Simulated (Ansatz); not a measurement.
BeB2, space group P6/mmm, a surface slab

With the Python package of Ansatz (0.2.0).

At the Python prompt:
```pycon
>>> import ansatz as az
>>> from ase import Atoms
>>> from ase.build import surface
>>> import numpy as np
>>> XC = 'lda'
>>> SMEARING = 'fermi_dirac'
>>> WIDTH_EV = 0.15
>>> TOLERANCE = 1e-08
>>> MAX_ITERATIONS = 200
>>> atoms = Atoms(
...     ['Be', 'B', 'B'],
...     scaled_positions=[
...         [0.0, 0.0, 0.0],
...         [1 / 3, 2 / 3, 0.5],
...         [2 / 3, 1 / 3, 0.5],
...     ],
...     cell=[
...         [2.92969, 0.0, 0.0],
...         [-1.464845, 2.537186, 0.0],
...         [0.0, 0.0, 2.877335],
...     ],
...     pbc=True,
... )
>>> # Miller indices count the vectors of the cell as typed
>>> slab = surface(atoms, (1, 0, 1), 5, vacuum=6.0)
>>> slab.pbc = (True, True, False)
>>> print(slab.get_chemical_formula(), 'area {:.3f} A^2, cell height {:.2f} A'.format(np.linalg.norm(np.cross(slab.cell[0], slab.cell[1])), slab.cell[2, 2]))
B10Be5 area 11.239 A^2, cell height 21.20 A
>>> def settings(structure):
...     return (
...         az.Crystal.from_ase(structure).calculation()
...         .functional(XC)
...         .basis(24 * az.Ry, density_ratio=6)
...         .occupations(SMEARING, width=WIDTH_EV)
...         .scf(tolerance=TOLERANCE, max_iterations=MAX_ITERATIONS, algorithm='direct_min', self_checks='high')
...     )
...
>>> base = settings(slab).kpoints(6, 6, 1).potential().forces()
>>> result = base.run(threads=1, pin='off')
DeckWarning: crystal.periodic: the lattice vector that does not repeat stood 0.000° off the slab's normal, 21.198 Å along it as the deck builds it. The run solves the slab on a vector along the normal, 42.196 Å long, with every atom where it was (on the deck's vector they left 12.00 Å outside them, and the widest stretch free of ions among them is 1.27 Å). A fractional position that the run [...]
DeckWarning: basis.ecutwfc = 326.536634951856 eV is below the records' recommended 420 eV, and the density's cutoff is lower with it unless basis.ecutrho_ratio is high enough to keep the records' density cutoff: compare with a run at a higher cutoff
RunWarning: The output density's exchange-correlation potential varies sharply where the density is thin. Do not read a vacuum level from v_tot or v_xc, or from such a field of the output density. On a cell that repeats whose density bears no net charge and no dipole along the vacuum's axis use v_es (v_loc + v_h of the components); under efield.dipole_correction with no amplitude use v_es + [...]
>>> rep = result.report
>>> rep['n_kpoints'], rep['n_symmetry_ops'], rep['n_pw']
(13, 2, 6307)
>>> print(f'slab free energy {rep["free_energy_ev"]:.4f} eV, Fermi level {rep["fermi_energy_ev"]:.3f} eV')
slab free energy -1929.8921 eV, Fermi level -5.545 eV
>>> print('vacuum reading:', {k: round(v, 3) for k, v in rep.get('vacuum', {}).items() if isinstance(v, float)})
vacuum reading: {'free_states_from_ev': -0.475, 'bound_up_to_ev': -0.638}
>>> # two faces, so half the excess energy for each
>>> bulk = settings(atoms).kpoints(9, 9, 8).run(threads=1, pin='off').report
>>> excess = rep['free_energy_ev'] - bulk['free_energy_ev'] * len(slab) / len(atoms)
>>> area = np.linalg.norm(np.cross(slab.cell[0], slab.cell[1]))
>>> print(f'mean surface energy {excess / (2 * area) * 16.02177:.3f} J/m^2 ({1000 * excess / (2 * area):.1f} meV/A^2)')
mean surface energy 4.944 J/m^2 (308.6 meV/A^2)
>>> v = result.potential()
>>> profile = (v.v_es_ev + (0 if v.v_field_ev is None else v.v_field_ev)).mean(axis=(0, 1))
>>> height = result.lattice.cell_ang[2][2]
>>> print('z (A)   planar potential less the Fermi level (eV)')
z (A)   planar potential less the Fermi level (eV)
>>> for i in range(0, len(profile), max(len(profile) // 24, 1)):
...     print(f'{i * height / len(profile):6.2f} {profile[i] - rep["fermi_energy_ev"]:9.3f}')
...
  0.00     5.070
  1.71     5.069
  3.43     5.046
  5.14     2.780
  6.86    -2.433
  8.57    -5.218
 10.29    -8.501
 12.00   -11.580
 13.71   -13.444
 15.43    -2.055
 17.14     5.925
 18.86     6.018
 20.57     6.019
 22.28     6.019
 24.00     6.020
 25.71     6.020
 27.43     6.020
 29.14     6.020
 30.86     6.012
 32.57     5.077
 34.28     5.070
 36.00     5.070
 37.71     5.070
 39.43     5.070
 41.14     5.070
```

Caveats:
- The settings weren't tested for convergence.
- The cutoff lies under the one recommended for these potentials.
- The mesh is modest for a metal, so energies can be off by several to tens of meV an atom and pressures by half a GPa or more; differences at equal mesh fare better.
- An absolute Fermi energy rests on an arbitrary zero of the periodic potential and has no direct meaning.
- The smearing is wide enough that free energy and stress hold a thermal part of the electrons.
- This cell is a computed structure, which may not be the phase found in nature.
- Warnings are shown shortened and without file and line.
- The slab is thin and cut from the structure as given; a cut can leave two unlike or polar faces, and the surface energy is then their mean. Miller indices refer to the vectors of the cell as typed, and the lattice isn't relaxed for this functional, so relaxation and surface energy can hold strain.
- Timing: 54 s on 1 thread of Intel(R) Xeon(R) Platinum 8488C (Sapphire Rapids), on a shared host, peak memory 0.71 GiB.

(Lines on the test bed's own set-up are left out of the output.)
